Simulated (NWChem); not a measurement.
# GaSiNH5O (SMILES [NH2][Ga][O][SiH3]): UHF/def2-SVP

Wanted: energy and gradient of GaSiNH5O. 

The calculation is run with NWChem 7.3.0.

## Step 1: The system as given

The species is GaSiNH5O (9 atoms), meant as a doublet with charge 0. As SMILES, `[NH2][Ga][O][SiH3]`. Geometry: relaxed at PBE0-D4/def2-TZVP. This is one conformer, not always the lowest.

Bond lengths: N1–Ga2 1.839 Å, Ga2–O3 1.797 Å, O3–Si4 1.630 Å, N1–H5 1.008 Å, N1–H6 1.011 Å, Si4–H7 1.488 Å, Si4–H8 1.492 Å, Si4–H9 1.488 Å. Some angles: N1–Ga2–O3 113.3°, Ga2–O3–Si4 140.6°, Ga2–N1–H5 119.1°, Ga2–N1–H6 116.7°, O3–Si4–H7 109.8°, O3–Si4–H8 111.7°, O3–Si4–H9 110.3°, H5–N1–H6 110.8°, H7–Si4–H8 108.2°, H7–Si4–H9 108.6°.

## Step 2: Energy and gradient at UHF/def2-SVP

The input, geom.nw:

```
start geom
title "GaH5NOSi"
memory 2200 mb
geometry units angstroms noautosym nocenter noautoz
 N       -0.167100       2.531600      -0.817200
 Ga       0.778500       1.175200      -0.012900
 O       -0.138700      -0.367100       0.086600
 Si      -0.008000      -1.872700       0.696400
 H        0.325800       3.351500      -1.135600
 H       -0.876200       2.257400      -1.484100
 H       -0.235700      -2.874400      -0.380100
 H        1.342500      -2.114700       1.281500
 H       -1.021100      -2.086800       1.765400
end
basis spherical bse
 * library def2-SVP
end
scf
 nopen 1
 uhf
 thresh 1e-08
 maxiter 80
 noprint "final vectors analysis"
end
task scf gradient
```

Started as:

```sh
$ nwchem geom.nw > geom.out
```

Q: Predict the results. Wanted: total energy; dipole moment; ⟨S²⟩; largest force on an atom.

**Answer.** As computed:

At UHF/def2-SVP:

```
                quantity           value
            total energy  -2344.02613 Eh
           dipole moment          2.32 D
                    ⟨S²⟩           0.755
largest force on an atom      0.440 eV/Å
```

In words: The largest force is 0.44 eV/Å: the shape isn't a stationary point for this species at this level.
